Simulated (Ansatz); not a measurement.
**C₂H₄BClO: a ladder of functionals and wavefunction methods**

The task here is to estimate one member of a computed series from the others.

Computed with Ansatz 0.2.0, Gaussian basis. Level: functionals in def2-TZVPP, the program's frozen cores in correlated methods.

Plan: LDA (SPW92), PBE-D4, revPBE-D4, BLYP-D4, r2SCAN-D4, B97M-V, PBE0-D4, B3LYP-D4, r2SCANh-D4, r2SCAN0-D4, HSE06-D4, BHLYP-D4, CAM-B3LYP-D4, LC-ωPBE, ωB97X-V, ωB97M-V, B2PLYP, PBE-QIDH; CCSD(T)/def2-SVP; CCSD(T)/def2-TZVPP; MP2/def2-QZVPP; extrapolation to the limit; RPA on PBE.

### The geometry

An earlier PBE0-D4 in a triple-zeta def2 set relaxation fixed the geometry.

SMILES `ClB1CCO1`, 9 atoms, charge 0, spin multiplicity 1.

Atoms are counted from 1 here; the program's logs count them from 0.

Bond lengths: Cl1–B2 1.742 Å, B2–C3 1.572 Å, B2–O5 1.359 Å, C3–C4 1.533 Å, C3–H6 1.089 Å, C3–H7 1.089 Å, C4–O5 1.463 Å, C4–H8 1.091 Å, C4–H9 1.091 Å. Angles: Cl1–B2–C3 137.8°, Cl1–B2–O5 125.5°, C3–B2–O5 96.7°, B2–C3–C4 79.6°, B2–C3–H6 117.2°, B2–C3–H7 117.2°, C4–C3–H6 115.5°, C4–C3–H7 115.5°, H6–C3–H7 109.5°, C3–C4–O5 94.2°, C3–C4–H8 115.9°, C3–C4–H9 115.9°, O5–C4–H8 109.6°, O5–C4–H9 109.6°, H8–C4–H9 110.3°, B2–O5–C4 89.5°.

The first run:

File in.yaml:

```yaml
crystal:
  periodic: [false, false, false]
  atoms:
    - {symbol: Cl, position_ang: [-1.627888, 2.139278, 0.909619]}
    - {symbol: B, position_ang: [-0.734123, 0.794070, 0.257241]}
    - {symbol: C, position_ang: [0.659057, 0.101012, 0.483938]}
    - {symbol: C, position_ang: [0.091178, -0.777419, -0.637022]}
    - {symbol: O, position_ang: [-1.163489, -0.031808, -0.733578]}
    - {symbol: H, position_ang: [1.547981, 0.674767, 0.224367]}
    - {symbol: H, position_ang: [0.815455, -0.400651, 1.438208]}
    - {symbol: H, position_ang: [0.618543, -0.731867, -1.590500]}
    - {symbol: H, position_ang: [-0.118314, -1.813682, -0.369472]}
basis:
  gaussian: {orbitals: def2-TZVPP}
hamiltonian: {xc: lda}
output: {orbitals: {seedname: orbitals}}
```

On the command line:

```console
$ ansatz run in.yaml --threads 2 --pin off --events-out ev --progress --plain --max-ram 4352MiB
```

Steps of the session up to this table: LDA; PBE-D4 (GGA); revPBE-D4 (GGA); BLYP-D4 (GGA); r2SCAN-D4 (meta-GGA); B97M-V (meta-GGA); B3LYP-D4 (hybrid); r2SCANh-D4 (hybrid); r2SCAN0-D4 (hybrid); HSE06-D4 (hybrid); BHLYP-D4 (hybrid); CAM-B3LYP-D4 (range-separated); LC-ωPBE (range-separated); ωB97X-V (range-separated); ωB97M-V (range-separated); B2PLYP (double hybrid); PBE-QIDH (double hybrid).

One table of the session follows, with a row left open; its other results are not shown here.

It belongs to the step «Orbital energies across the functionals». 

```
  functional  HOMO (eV)  gap (eV)
 LDA (SPW92)      -7.39      6.09
      PBE-D4      -7.24      6.20
   revPBE-D4      -7.18      6.25
     BLYP-D4      -7.11      6.23
   r2SCAN-D4      -7.55      6.86
      B97M-V      -7.65      7.05
     PBE0-D4          ?         ?
    B3LYP-D4      -8.40      8.16
  r2SCANh-D4      -8.07      7.73
  r2SCAN0-D4      -8.85      9.03
    HSE06-D4      -8.24      7.83
    BHLYP-D4      -9.94     11.05
CAM-B3LYP-D4     -10.05     11.21
     LC-ωPBE     -11.44     13.80
     ωB97X-V     -11.06     13.34
     ωB97M-V     -10.92     13.00
```

Estimate the missing values for PBE0-D4.

As computed: HOMO (eV): -8.64; gap (eV): 8.62. In the column «HOMO (eV)» it lies between r2SCAN0-D4 (-8.85) and B3LYP-D4 (-8.40).
